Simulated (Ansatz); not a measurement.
# MnPt2: the cost of one run

Program: Ansatz 0.2.0. Level of theory: DFT PBE, scalar-relativistic, plane waves, PAW. These are calculated values, not measurements.

The COD entry's cell or inner coordinates are ideal or old and differ from later refinements, so a difference from it is no clean test against experiment.

## 1. The system as given

The structure is cubic, space group Pn-3m (No. 224). Conventional cell: a = 4.616 Å, b = 4.616 Å, c = 4.616 Å, α = 90.00°, β = 90.00°, γ = 90.00°. Mn (site symmetry -43m) is surrounded by 4 Pt at 2.00 Å. Pt (site symmetry -3m) is surrounded by 2 Mn at 2.00 Å.

Coordinates:

```cif
data_structure
_symmetry_space_group_name_H-M 'Pn-3m:1'
_symmetry_Int_Tables_number 224
_cell_length_a 4.6160
_cell_length_b 4.6160
_cell_length_c 4.6160
_cell_angle_alpha 90.000
_cell_angle_beta 90.000
_cell_angle_gamma 90.000
_cell_volume 98.35
loop_
_atom_site_label
_atom_site_type_symbol
_atom_site_symmetry_multiplicity
_atom_site_Wyckoff_symbol
_atom_site_fract_x
_atom_site_fract_y
_atom_site_fract_z
_atom_site_occupancy
Mn1 Mn 2 a 0.00000 0.00000 0.00000 1
Pt1 Pt 4 b 0.25000 0.25000 0.25000 1
```

(A quick probe on a coarse mesh, which set the mesh and smearing, is not shown.)

## 3. Rough relaxation on the coarse mesh

The input, input.yaml:

```yaml
crystal:
  lattice:
    - [4.6159880878, 0.0, 0.0]
    - [0.0, 4.6159880878, 0.0]
    - [0.0, 0.0, 4.6159880878]
  atoms:
    - { symbol: Mn, position: [0.0, 0.0, 0.0] }
    - { symbol: Mn, position: [0.5, 0.5, 0.5] }
    - { symbol: Pt, position: [0.25, 0.25, 0.25] }
    - { symbol: Pt, position: [0.25, 0.75, 0.75] }
    - { symbol: Pt, position: [0.75, 0.75, 0.25] }
    - { symbol: Pt, position: [0.75, 0.25, 0.75] }
basis:
  ecutwfc: 420
kpoints:
  mp_grid: { grid: [4, 4, 4] }
hamiltonian:
  xc: pbe
scf:
  occupations: { method: gaussian, width: 0.1 }
  lower_state_search: "off"
output:
  forces: true
  stress: true
  eigenvalues: true
relax:
  adjacent_minimum: "off"
  f_tol: 0.04
  max_steps: 70
  cell: { stress_tol: 0.4 }
```

Started as:

```
$ ansatz run input.yaml --threads 1 --pin off --max-ram 2560MiB --backend cpu --events-out ev --progress --plain --runs-dir out
```

**Question.** How long does this run take on 1 thread of Intel Xeon Platinum 8488C (Sapphire Rapids), shared host, and how much memory does it need?

About 35 s, with a peak of 0.47 GiB.
